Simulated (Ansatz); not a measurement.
# C₈H₂₀Ge: up Jacob's ladder to CCSD(T)

An exercise on one series of results from a longer session: the logs are not shown, and one member is left open.

Computed with Ansatz 0.2.0, Gaussian basis. Level: functionals in def2-TZVPP, the program's frozen cores in correlated methods.

Plan: LDA (SPW92), PBE-D4, revPBE-D4, BLYP-D4, r2SCAN-D4, B97M-V, PBE0-D4, B3LYP-D4, r2SCANh-D4, r2SCAN0-D4, HSE06-D4, BHLYP-D4, CAM-B3LYP-D4, LC-ωPBE, ωB97X-V, ωB97M-V, B2PLYP, PBE-QIDH; CCSD(T)/def2-SVP; CCSD(T)/def2-TZVPP; MP2/def2-QZVPP; extrapolation to the limit; RPA on PBE.

**Structure used throughout**

All runs share one geometry, relaxed beforehand with PBE0-D4 in a triple-zeta def2 set.

SMILES `C[CH2][Ge]([CH2]C)([CH2]C)[CH2]C`, 29 atoms, charge 0, spin multiplicity 1.

Atoms are counted from 1 here; the program's logs count them from 0.

Bond lengths: C1–C2 1.523 Å, C1–H10 1.094 Å, C1–H11 1.094 Å, C1–H12 1.094 Å, C2–Ge3 1.969 Å, C2–H13 1.095 Å, C2–H14 1.095 Å, Ge3–C4 1.969 Å, Ge3–C6 1.969 Å, Ge3–C8 1.969 Å, C4–C5 1.523 Å, C4–H15 1.095 Å, C4–H16 1.095 Å, C5–H17 1.094 Å, C5–H18 1.094 Å, C5–H19 1.094 Å, C6–C7 1.523 Å, C6–H20 1.095 Å and more. Angles: C2–C1–H10 111.6°, C2–C1–H11 111.9°, C2–C1–H12 111.6°, H10–C1–H11 107.2°, H10–C1–H12 107.1°, H11–C1–H12 107.2°, C1–C2–Ge3 113.6°, C1–C2–H13 110.5°, C1–C2–H14 110.5°, Ge3–C2–H13 107.9°, Ge3–C2–H14 107.9°, H13–C2–H14 106.0°, C2–Ge3–C4 109.6°, C2–Ge3–C6 109.1°, C2–Ge3–C8 109.6°, C4–Ge3–C6 109.7°, C4–Ge3–C8 109.1°, C6–Ge3–C8 109.6° and more.

Geometry (Å):

```xyz
29
C8H20Ge
C     0.1754    0.9250   -2.7754
C     0.4462    1.3658   -1.3432
Ge   -0.0042   -0.0003    0.0008
C    -1.9191   -0.4413   -0.1195
C    -2.8359    0.7511    0.1177
C     0.4024    0.7009    1.7949
C     0.0952   -0.2807    2.9176
C     1.0543   -1.6271   -0.3290
C     2.5584   -1.4009   -0.2573
H     0.7539    0.0348   -3.0381
H     0.4344    1.7042   -3.4983
H    -0.8794    0.6798   -2.9279
H    -0.1212    2.2713   -1.1066
H     1.5009    1.6292   -1.2157
H    -2.1033   -0.8766   -1.1067
H    -2.1280   -1.2358    0.6038
H    -2.6826    1.1850    1.1098
H    -2.6584    1.5461   -0.6121
H    -3.8920    0.4750    0.0449
H    -0.1629    1.6283    1.9304
H     1.4589    0.9867    1.8133
H     0.6703   -1.2049    2.8120
H     0.3311    0.1367    3.9009
H    -0.9623   -0.5594    2.9297
H     0.7716   -2.0198   -1.3108
H     0.7449   -2.3840    0.3987
H     2.8628   -1.0315    0.7260
H     3.1191   -2.3213   -0.4452
H     2.8896   -0.6641   -0.9945
```

Set-up of the first run:

File in.yaml:

```yaml
crystal:
  periodic: [false, false, false]
  atoms:
    - {symbol: C, position_ang: [0.175442, 0.924971, -2.775400]}
    - {symbol: C, position_ang: [0.446235, 1.365758, -1.343230]}
    - {symbol: Ge, position_ang: [-0.004194, -0.000347, 0.000850]}
    - {symbol: C, position_ang: [-1.919088, -0.441267, -0.119464]}
    - {symbol: C, position_ang: [-2.835946, 0.751142, 0.117670]}
    - {symbol: C, position_ang: [0.402446, 0.700931, 1.794856]}
    - {symbol: C, position_ang: [0.095173, -0.280733, 2.917633]}
    - {symbol: C, position_ang: [1.054285, -1.627124, -0.328990]}
    - {symbol: C, position_ang: [2.558414, -1.400909, -0.257320]}
    - {symbol: H, position_ang: [0.753934, 0.034808, -3.038052]}
    - {symbol: H, position_ang: [0.434369, 1.704166, -3.498285]}
    - {symbol: H, position_ang: [-0.879393, 0.679763, -2.927882]}
    - {symbol: H, position_ang: [-0.121183, 2.271339, -1.106575]}
    - {symbol: H, position_ang: [1.500935, 1.629169, -1.215697]}
    - {symbol: H, position_ang: [-2.103262, -0.876601, -1.106685]}
    - {symbol: H, position_ang: [-2.127954, -1.235787, 0.603835]}
    - {symbol: H, position_ang: [-2.682640, 1.185029, 1.109774]}
    - {symbol: H, position_ang: [-2.658353, 1.546057, -0.612119]}
    - {symbol: H, position_ang: [-3.891971, 0.474980, 0.044873]}
    - {symbol: H, position_ang: [-0.162870, 1.628330, 1.930438]}
    - {symbol: H, position_ang: [1.458880, 0.986668, 1.813335]}
    - {symbol: H, position_ang: [0.670297, -1.204912, 2.812010]}
    - {symbol: H, position_ang: [0.331100, 0.136708, 3.900909]}
    - {symbol: H, position_ang: [-0.962285, -0.559425, 2.929693]}
    - {symbol: H, position_ang: [0.771573, -2.019792, -1.310784]}
    - {symbol: H, position_ang: [0.744883, -2.383974, 0.398658]}
    - {symbol: H, position_ang: [2.862828, -1.031537, 0.726005]}
    - {symbol: H, position_ang: [3.119148, -2.321255, -0.445180]}
    - {symbol: H, position_ang: [2.889602, -0.664052, -0.994477]}
basis:
  gaussian: {orbitals: def2-TZVPP}
hamiltonian: {xc: lda}
output: {orbitals: {seedname: orbitals}}
```

Launch:

```bash
$ ansatz run in.yaml --threads 4 --pin off --events-out ev --progress --plain --max-ram 46080MiB --backend cuda --devices 0, --max-vram 37GiB
```

Steps of the session up to this table: LDA; PBE-D4 (GGA); revPBE-D4 (GGA); BLYP-D4 (GGA); r2SCAN-D4 (meta-GGA); B97M-V (meta-GGA); B3LYP-D4 (hybrid); r2SCANh-D4 (hybrid); r2SCAN0-D4 (hybrid); HSE06-D4 (hybrid); BHLYP-D4 (hybrid); CAM-B3LYP-D4 (range-separated); LC-ωPBE (range-separated); ωB97X-V (range-separated); ωB97M-V (range-separated); B2PLYP (double hybrid); PBE-QIDH (double hybrid).

One of the session's tables, all rows but one given; the rest of the session is left out.

It belongs to the step «Orbital energies across the functionals». 

```
  functional  HOMO (eV)  LUMO (eV)  gap (eV)
 LDA (SPW92)      -6.33      -0.23      6.09
      PBE-D4      -6.22       0.00      6.21
   revPBE-D4      -6.17       0.13      6.30
     BLYP-D4      -6.10       0.03      6.13
   r2SCAN-D4      -6.45       0.62      7.07
      B97M-V      -6.55       0.06      6.61
     PBE0-D4      -7.42       0.79      8.21
    B3LYP-D4      -7.23       0.48      7.71
  r2SCANh-D4      -6.90       0.85      7.75
  r2SCAN0-D4      -7.58       1.18      8.76
    HSE06-D4      -7.03       0.42      7.44
    BHLYP-D4      -8.56       1.41      9.97
CAM-B3LYP-D4      -8.76       1.57     10.33
     LC-ωPBE     -10.07       2.88     12.95
     ωB97X-V      -9.74       2.61     12.35
     ωB97M-V          ?          ?         ?
```

Q: Estimate the row for ωB97M-V from the others.

As computed: HOMO (eV): -9.62; LUMO (eV): 2.22; gap (eV): 11.83. In the column «HOMO (eV)» it lies between ωB97X-V (-9.74) and CAM-B3LYP-D4 (-8.76).
